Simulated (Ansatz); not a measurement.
# Cr (bcc type): the cost of one run

Method: DFT, PBE, all-electron LAPW, scalar-relativistic, in Ansatz 0.2.0.

### Step 1. The system as given

It takes space group Im-3m (No. 229, cubic). Conventional cell: a = 2.378 Å, b = 2.378 Å, c = 2.378 Å, α = 90.00°, β = 90.00°, γ = 90.00°. Around Cr (site symmetry m-3m) lie 8 Cr at 2.06 Å.

Structure file:

```xyz
1
Lattice="-1.1890 1.1890 1.1890 1.1890 -1.1890 1.1890 1.1890 1.1890 -1.1890" Properties=species:S:1:pos:R:3 pbc="T T T"
Cr    0.0000    0.0000    0.0000
```

### Step 2. Bcc relaxed under pressure, LAPW

File input.yaml:

```yaml
crystal:
  lattice:
    - [-1.1890273898, 1.1890273898, 1.1890273898]
    - [1.1890273898, -1.1890273898, 1.1890273898]
    - [1.1890273898, 1.1890273898, -1.1890273898]
  atoms:
    - { symbol: Cr, position: [0.0, 0.0, 0.0], spin: 2.0 }
magnetization:
  spin_polarized: true
kpoints:
  mp_grid: { grid: [22, 22, 22] }
scf:
  occupations: { method: fermi_dirac, width: 0.1 }
hamiltonian:
  xc: pbe
  pseudopotentials: { kind: all_electron, lapw: { basis_error: 0.0005 } }
output:
  forces: true
  stress: true
  eigenvalues: true
relax:
  f_tol: 0.005
  max_steps: 12
  cell: { p_target: 410.0, stress_tol: 0.205 }
```

Started as:

```sh
> ansatz run input.yaml --threads 2 --pin off --max-ram 7168MiB --backend cpu --events-out ev --progress --plain --runs-dir out
```

**Question.** How long does this run take on 2 threads of Arm Neoverse V1, shared host, and how much memory does it need?

About 84 s, with a peak of 0.75 GiB.
